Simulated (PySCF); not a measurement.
# C₆H₃F₂O₂S−: NMR shifts and electronic excitations in gas and solvents, part 2 of 2

PySCF 2.14.0. Atoms count from 0.

## (5) Excited states and response: CAM-B3LYP/def2-SVPD

Job settings and geometry (Å):

```
{"job": {"kind": "uv", "xc": "CAM-B3LYP", "basis": "def2-SVPD", "dynamic": true, "nstates": 6, "ntriplets": 0}, "charge": -1, "multiplicity": 1}
O      3.091273    -1.357869    -1.200182
C      2.939923    -0.461944    -0.350478
O      3.749262     0.204888     0.310289
C      1.463587    -0.128905    -0.073998
C      0.910147     0.778729     0.796887
C     -0.500296     0.746349     0.741898
F     -1.273316     1.532157     1.506401
C     -1.034196    -0.167383    -0.139152
C     -2.467980    -0.384012    -0.417345
F     -2.924183     0.294715    -1.541262
S      0.259687    -1.003621    -0.940569
H      1.521364     1.417624     1.433355
H     -3.058489    -0.031366     0.444846
H     -2.683822    -1.454186    -0.578224
```

With the program's defaults for keys left out, this is: TDDFT CAM-B3LYP/def2-SVPD, vertical, gas phase, core orbitals frozen in the response.

What it wrote:

```text
coarse grid: 14344 points
cycle   1  E = -977.6584186249  dE =  2.214e+00  |g| = 1.236e+00  |ddm| = 7.216e+00
cycle   2  E = -977.3348279512  dE =  3.236e-01  |g| = 1.848e+00  |ddm| = 5.527e+00
cycle   3  E = -977.9684356914  dE = -6.336e-01  |g| = 9.708e-02  |ddm| = 4.085e+00
cycle   4  E = -977.9701316740  dE = -1.696e-03  |g| = 6.262e-02  |ddm| = 3.606e-01
cycle   5  E = -977.9710192028  dE = -8.875e-04  |g| = 1.432e-02  |ddm| = 1.747e-01
cycle   6  E = -977.9710635003  dE = -4.430e-05  |g| = 7.033e-03  |ddm| = 4.471e-02
cycle   7  E = -977.9710760473  dE = -1.255e-05  |g| = 2.333e-03  |ddm| = 1.590e-02
cycle   8  E = -977.9710777731  dE = -1.726e-06  |g| = 1.134e-03  |ddm| = 9.401e-03
final grid: 140736 points
cycle   9  E = -978.1140682428  dE = -2.946e-05  |g| = 5.052e-03  |ddm| = 9.394e-02
cycle  10  E = -978.1140650002  dE =  3.243e-06  |g| = 6.822e-03  |ddm| = 1.576e-02
cycle  11  E = -978.1140729292  dE = -7.929e-06  |g| = 5.693e-04  |ddm| = 8.291e-03
cycle  12  E = -978.1140729721  dE = -4.284e-08  |g| = 3.773e-04  |ddm| = 1.246e-03
cycle  13  E = -978.1140730000  dE = -2.799e-08  |g| = 8.894e-05  |ddm| = 7.477e-04
cycle  14  E = -978.1140730021  dE = -2.078e-09  |g| = 2.206e-05  |ddm| = 2.577e-04
cycle  15  E = -978.1140730023  dE = -2.217e-10  |g| = 1.220e-05  |ddm| = 1.059e-04
converged SCF energy = -978.1140730023

Static polarisability (au): isotropic 104.204, principal 66.297 109.843 136.471

Singlet excitations
state   eV       nm        f      main configurations
  1   4.2565    291.3   0.00003   H->L 0.75, H->L+1 0.10
  2   4.2973    288.5   0.00011   H-1->L 0.77, H-1->L+1 0.09
  3   4.9460    250.7   0.00096   H-2->L 0.82
  4   5.1742    239.6   0.23440   H-3->L 0.88
  5   5.4680    226.7   0.09332   H-4->L 0.82
  6   5.7531    215.5   0.00122   H-3->L+1 0.77
```

It took 98 s on 1 thread of Intel Xeon Platinum 8559C, shared host; peak memory 1.3 GiB.

The orbitals next to the gap, with their largest atomic shares:

| orbital | eV | atoms |
| --- | --- | --- |
| HOMO−3 | -4.69 | C7 27 %, C3 22 %, C5 13 % |
| HOMO−2 | -4.30 | O0 43 %, O2 40 %, C1 12 % |
| HOMO−1 | -4.21 | O0 54 %, O2 19 %, C3 12 % |
| HOMO | -4.08 | O2 60 %, O0 26 %, C1 7 % |
| LUMO | 3.27 | S10 20 %, C3 18 %, C7 12 % |
| LUMO+1 | 3.83 | S10 24 %, C8 15 %, C5 12 % |
| LUMO+2 | 4.46 | S10 54 %, F6 10 %, H13 7 % |

With each of the 6 states as a Gaussian band of 0.4 eV half-width at 1/e, the curve within the window shown has maxima at 237 nm (ε 12,000) L/(mol cm). Beyond the last state computed it falls off for lack of states. The curve at chosen wavelengths:

nm, ε (L/mol/cm) and a bar:
```
      205        549 #
      210       1489 ####
      216       3635 #########
      221       6175 ###############
      226       8889 ######################
      232      11342 ############################
      237      11998 ##############################
      243      10919 ###########################
      248       8917 ######################
      253       6568 ################
      259       4025 ##########
      264       2443 ######
      269       1378 ###
      275        638 ##
      280        317 #
      285        152 
      291         61 
      296         29 
      301         15 
      307          7 
      312          4 
      318          3 
      323          2 
      328          1 
      334          1 
      339          0
```

Leading natural transition orbitals of singlet state 4: the hole lies on C3, C7 about 27 % each; O2 12 %; C4, C5 about 10 % each; the particle on C3 22 %; S10 17 %; C5, C7 about 12 % each.

Leading natural transition orbitals of singlet state 1: the hole lies on O2 72 %; O0 16 %; the particle on C3 24 %; S10 14 %; C1, C4, C7 about 11 % each.

Ground-state properties from the same run:

| property | computed |
| --- | --- |
| polarisability (Å³) | 15.44 |
| HOMO–LUMO gap (eV) | 7.35 |
| −ε(HOMO) (eV) | 4.08 |
| C6 with itself (au) | 4179 |

Orbitals, density, ELF and potential are computed afterwards from the orbital file.

Frontier orbitals at CAM-B3LYP/def2-SVPD, with the share of their density that lies nearest to each atom:

| orbital | energy (eV) | lies on |
| --- | --- | --- |
| HOMO | -4.08 | O2 64 %; O0 28 % |
| LUMO | 3.27 | C3 20 %; S10 15 %; C5, C7 about 11 % each |

ELF in a plane through or near 11 of the atoms.

Ten even steps from '0' (0.00) to '9' (1.00):
```
0000000000000000000000000000
0000000000000000000000000000
0000000000000000000000000000
0000000001310024421000000000
0000000019992048874100000000
0000000029995038486100000000
0000133008996647774000000000
0002467502723922410057200000
0024789700621813610899600000
0036843625376157356999300000
0036888459615252574375000000
0002213327588188573242000000
0000016862261716326751000000
0000267475042525104630000000
0001578787038996100210000000
0000357775017885100000000000
0000013321001431000000000000
0000000000000000000000000000
0000000000000000000000000000
0000000000000000000000000000
```
The map spans 12.7 Å across and 9.6 Å up, centred on the molecule. Atoms in the plane (x, y in Å): O0 (-3.0, -1.9), C1 (-2.9, -0.7), O2 (-3.8, 0.3), C3 (-1.5, -0.2), C4 (-0.9, 1.1), C5 (0.5, 1.1), F6 (1.2, 2.2), C7 (1.0, -0.2), C8 (2.5, -0.5), S10 (-0.2, -1.4), H11 (-1.6, 2.0).

log10 of the density (e/Å³) in the same plane.

Values, 10 rows by 14 columns:
```
-4.0 -4.0 -4.0 -4.0 -4.0 -4.0 -4.0 -3.9 -3.9 -4.0 -4.0 -4.0 -4.0 -4.0
-4.0 -4.0 -4.0 -4.0 -3.5 -2.9 -3.0 -2.4 -1.9 -2.6 -3.7 -4.0 -4.0 -4.0
-4.0 -4.0 -3.3 -2.9 -2.0 -1.0 -1.4 -0.8  0.4 -1.0 -2.7 -3.9 -4.0 -4.0
-4.0 -2.8 -1.8 -1.4 -1.4  0.2  0.0  0.0  0.6 -0.8 -2.0 -2.7 -3.8 -4.0
-3.4 -1.9 -0.4  0.3 -1.0  0.0  0.4  0.6  0.0 -1.0 -0.6 -1.7 -3.1 -4.0
-3.2 -1.7 -0.2  0.5  0.1  1.4 -0.1 -0.1  1.6  0.3  0.1 -1.5 -2.9 -4.0
-3.5 -2.5 -1.4  0.1  0.2 -0.5  0.2  0.2 -0.5 -0.2 -0.3 -1.8 -3.1 -4.0
-3.8 -2.8 -1.4  0.3  0.3 -1.1 -0.4 -0.4 -1.4 -1.8 -1.7 -2.6 -3.6 -4.0
-4.0 -3.3 -2.4 -1.5 -1.5 -2.2 -1.9 -1.9 -2.5 -3.2 -3.3 -3.9 -4.0 -4.0
-4.0 -4.0 -3.7 -3.4 -3.3 -3.5 -3.6 -3.6 -4.0 -4.0 -4.0 -4.0 -4.0 -4.0
```
The map spans 12.7 Å across and 9.6 Å up, centred on the molecule. Atoms in the plane (x, y in Å): O0 (-3.0, -1.9), C1 (-2.9, -0.7), O2 (-3.8, 0.3), C3 (-1.5, -0.2), C4 (-0.9, 1.1), C5 (0.5, 1.1), F6 (1.2, 2.2), C7 (1.0, -0.2), C8 (2.5, -0.5), S10 (-0.2, -1.4), H11 (-1.6, 2.0).

On the surface of density 0.002 e/bohr³ the electrostatic potential runs, from the 1st to the 99th percentile, from -6.07 V near O0 to -1.52 V near H13.

## (6) Ultraviolet spectrum: CAM-B3LYP/def2-SVPD in acetone

Same as in step 5 but for these lines:

```diff
@@ -1,2 +1,2 @@
-{"job": {"kind": "uv", "xc": "CAM-B3LYP", "basis": "def2-SVPD", "dynamic": true, "nstates": 6, "ntriplets": 0}, "charge": -1, "multiplicity": 1}
+{"job": {"kind": "uv", "xc": "CAM-B3LYP", "basis": "def2-SVPD", "solvent": "acetone", "nstates": 6, "ntriplets": 0}, "charge": -1, "multiplicity": 1}
 O      3.091273    -1.357869    -1.200182
```

With the program's defaults for keys left out, this is: TDDFT CAM-B3LYP/def2-SVPD, vertical, IEF-PCM acetone (non-equilibrium linear response), core orbitals frozen in the response.

What it wrote:

```text
coarse grid: 14344 points
cycle   1  E = -977.7723787149  dE =  2.100e+00  |g| = 1.210e+00  |ddm| = 7.237e+00
cycle   2  E = -977.5547726168  dE =  2.176e-01  |g| = 1.685e+00  |ddm| = 4.197e+00
cycle   3  E = -978.0582934702  dE = -5.035e-01  |g| = 7.388e-02  |ddm| = 2.631e+00
cycle   4  E = -978.0591840645  dE = -8.906e-04  |g| = 4.932e-02  |ddm| = 2.667e-01
cycle   5  E = -978.0597594173  dE = -5.754e-04  |g| = 1.251e-02  |ddm| = 1.278e-01
cycle   6  E = -978.0597964343  dE = -3.702e-05  |g| = 4.960e-03  |ddm| = 3.522e-02
cycle   7  E = -978.0598031061  dE = -6.672e-06  |g| = 1.208e-03  |ddm| = 1.214e-02
final grid: 140736 points
cycle   8  E = -978.2027313946  dE = -2.922e-05  |g| = 5.306e-03  |ddm| = 9.360e-02
cycle   9  E = -978.2027285601  dE =  2.835e-06  |g| = 6.887e-03  |ddm| = 1.600e-02
cycle  10  E = -978.2027368969  dE = -8.337e-06  |g| = 3.227e-04  |ddm| = 8.206e-03
cycle  11  E = -978.2027369249  dE = -2.805e-08  |g| = 2.003e-04  |ddm| = 1.062e-03
cycle  12  E = -978.2027369365  dE = -1.163e-08  |g| = 5.158e-05  |ddm| = 5.754e-04
cycle  13  E = -978.2027369376  dE = -1.113e-09  |g| = 3.209e-05  |ddm| = 1.713e-04
cycle  14  E = -978.2027369380  dE = -3.854e-10  |g| = 1.085e-05  |ddm| = 1.119e-04
converged SCF energy = -978.2027369380

Static polarisability (au): isotropic 138.739, principal 89.492 154.549 172.177

Singlet excitations
state   eV       nm        f      main configurations
  1   5.0151    247.2   0.00014   H-2->L 0.76, H-3->L 0.13
  2   5.0767    244.2   0.22994   H->L 0.93
  3   5.1069    242.8   0.00157   H-3->L 0.75, H-2->L 0.12
  4   5.3307    232.6   0.15157   H-1->L 0.89
  5   6.0608    204.6   0.07563   H-4->L 0.90
  6   6.2006    200.0   0.00120   H->L+1 0.57, H->L+2 0.16
```

Run time: 73 s. Hardware: 1 thread of Intel Xeon Platinum 8559C, shared host; peak memory 1.5 GiB.

This run: HOMO -8.03 eV, LUMO -0.04 eV; lowest singlet 5.02 eV.

## (7) Ultraviolet spectrum: CAM-B3LYP/def2-SVPD in dimethylsulfoxide

Same as in step 6 but for these lines:

```diff
@@ -1,2 +1,2 @@
-{"job": {"kind": "uv", "xc": "CAM-B3LYP", "basis": "def2-SVPD", "solvent": "acetone", "nstates": 6, "ntriplets": 0}, "charge": -1, "multiplicity": 1}
+{"job": {"kind": "uv", "xc": "CAM-B3LYP", "basis": "def2-SVPD", "solvent": "dimethylsulfoxide", "nstates": 6, "ntriplets": 0}, "charge": -1, "multiplicity": 1}
 O      3.091273    -1.357869    -1.200182
```

Method: TDDFT CAM-B3LYP/def2-SVPD, vertical, IEF-PCM dimethylsulfoxide (non-equilibrium linear response), core orbitals frozen in the response.

What it wrote:

```text
coarse grid: 14344 points
cycle   1  E = -977.7761063310  dE =  2.097e+00  |g| = 1.209e+00  |ddm| = 7.238e+00
cycle   2  E = -977.5606923657  dE =  2.154e-01  |g| = 1.681e+00  |ddm| = 4.181e+00
cycle   3  E = -978.0613229981  dE = -5.006e-01  |g| = 7.335e-02  |ddm| = 2.613e+00
cycle   4  E = -978.0622043946  dE = -8.814e-04  |g| = 4.881e-02  |ddm| = 2.645e-01
cycle   5  E = -978.0627676549  dE = -5.633e-04  |g| = 1.237e-02  |ddm| = 1.264e-01
cycle   6  E = -978.0628038708  dE = -3.622e-05  |g| = 4.902e-03  |ddm| = 3.471e-02
cycle   7  E = -978.0628103431  dE = -6.472e-06  |g| = 1.184e-03  |ddm| = 1.199e-02
final grid: 140736 points
cycle   8  E = -978.2057361632  dE = -2.921e-05  |g| = 5.294e-03  |ddm| = 9.357e-02
cycle   9  E = -978.2057333790  dE =  2.784e-06  |g| = 6.860e-03  |ddm| = 1.590e-02
cycle  10  E = -978.2057416303  dE = -8.251e-06  |g| = 3.230e-04  |ddm| = 8.117e-03
cycle  11  E = -978.2057416581  dE = -2.779e-08  |g| = 1.994e-04  |ddm| = 1.052e-03
cycle  12  E = -978.2057416695  dE = -1.142e-08  |g| = 5.324e-05  |ddm| = 5.603e-04
cycle  13  E = -978.2057416706  dE = -1.110e-09  |g| = 3.237e-05  |ddm| = 1.669e-04
cycle  14  E = -978.2057416710  dE = -3.865e-10  |g| = 1.155e-05  |ddm| = 1.074e-04
converged SCF energy = -978.2057416710

Static polarisability (au): isotropic 140.937, principal 91.414 157.344 174.052

Singlet excitations
state   eV       nm        f      main configurations
  1   5.0443    245.8   0.00025   H-2->L 0.78, H-3->L 0.12
  2   5.0588    245.1   0.24418   H->L 0.94
  3   5.1402    241.2   0.00037   H-3->L 0.77, H-2->L 0.11
  4   5.3175    233.2   0.16130   H-1->L 0.90
  5   6.0917    203.5   0.08075   H-4->L 0.91
  6   6.2104    199.6   0.00132   H->L+1 0.52, H->L+2 0.20
```

It took 72 s on 1 thread of Intel Xeon Platinum 8559C, shared host; peak memory 1.5 GiB.

This run: HOMO -8.12 eV, LUMO -0.14 eV; lowest singlet 5.04 eV.

## (8) Run by run: NMR shifts

Shifts (ppm) of some atoms, chosen among heavy atoms and hydrogens apart, means over like atoms, with basis size and wall time:

| run | C3 | C7 | H11 | H12 | O0 | F6 | F9 | functions | time |
| --- | --- | --- | --- | --- | --- | --- | --- | --- | --- |
| PBE0/pcSseg-1 in acetone | 165.4 | 125.6 | 7.14 | 5.49 | 313.8 | -125.2 | -211.9 | 209 | 39 s |
| PBE0/pcSseg-1 in dimethylsulfoxide | 165.0 | 126.0 | 7.16 | 5.51 | 313.3 | -124.8 | -212.3 | 209 | 36 s |

The continuum's effect on the ground state:

| solvent | ε | polarisation energy (Eh) |
| --- | --- | --- |
| acetone | 20.49 | -0.0947 |
| dimethylsulfoxide | 46.83 | -0.0982 |

## (9) Run by run: electronic excitations

Excitations and ground-state properties, with basis size and wall time:

| run | lowest singlet (eV) | brightest (eV) | f | gap (eV) | α (Å³) | functions | time |
| --- | --- | --- | --- | --- | --- | --- | --- |
| CAM-B3LYP/def2-SVPD | 4.26 | 5.17 | 0.234 | 7.35 | 15.44 | 263 | 98 s |
| CAM-B3LYP/def2-SVPD in acetone | 5.02 | 5.08 | 0.230 | 7.99 | 20.56 | 263 | 73 s |
| CAM-B3LYP/def2-SVPD in dimethylsulfoxide | 5.04 | 5.06 | 0.244 | 7.98 | 20.88 | 263 | 72 s |

The continuum's effect on the ground state:

| solvent | ε | polarisation energy (Eh) |
| --- | --- | --- |
| acetone | 20.49 | -0.0950 |
| dimethylsulfoxide | 46.83 | -0.0987 |

## (10) Results

This closing draws on all 2 parts.

| quantity | value |
| --- | --- |
| point group | C1 |
| rotational constants (main isotopes) | 1.89, 0.60, 0.47 GHz |
| ¹³C shifts against TMS (PBE0/pcSseg-1, acetone) | 165.4, 165.3, 164.7, 125.6, 120.1, 75.3 ppm |
| ¹H shifts against TMS (PBE0/pcSseg-1, acetone, means over atoms taken as alike) | 7.14, 5.49 ppm |
| ¹⁷O shifts against H2O (PBE0/pcSseg-1, acetone, means over atoms taken as alike) | 313.8 ppm |
| ¹⁹F shifts against CFCl3 (PBE0/pcSseg-1, acetone) | -125.2, -211.9 ppm |
| ³³S shifts against CS2 (PBE0/pcSseg-1, acetone) | 189 ppm |
| lowest singlet (CAM-B3LYP/def2-SVPD) | 4.26 eV (291 nm), f = 0.000 |
| brightest single state of those computed | state 4, 5.17 eV, f = 0.234 |
| range of the shift of O0 | 313.3 to 313.8 ppm |
| range of the lowest singlet | 4.26 to 5.04 eV |

In words: Relaxing lowered the energy by 0.244 eV in 11 steps; the close pair that moved most is C1–C3, from 1.509 to 1.538 Å. No frequency check was run at this level, so the end point may be a saddle. At PBE0/pcSseg-1: Shielding is most anisotropic at O0, O2 (span 418 ppm, paramagnetic term -379 ppm). NICS(1)zz of -22 ppm above the planar ring from C3 marks a diatropic (aromatic) ring current. The lowest singlet, at 4.26 eV, is HOMO→LUMO 0.75, HOMO→LUMO+1 0.10 and is dark; of the 6 states computed, the strongest absorption comes from state 4 at 5.17 eV. The lowest singlet lies above −ε(HOMO); no detachment energy was computed, so the anion's states may not be bound. Across the 2 runs the shift of O0 (with its like atoms) moves most, between 313.3 (PBE0/pcSseg-1 in dimethylsulfoxide) and 313.8 ppm (PBE0/pcSseg-1 in acetone). The continuum holds electrostatics alone: no hydrogen bonds to the solvent, and the gas-phase geometry is kept. The lowest singlet runs from 4.26 eV (CAM-B3LYP/def2-SVPD) to 5.04 eV (CAM-B3LYP/def2-SVPD in dimethylsulfoxide), while the orbital gap spans 7.35 to 7.99 eV. The lowest state need not be the same one in every run.
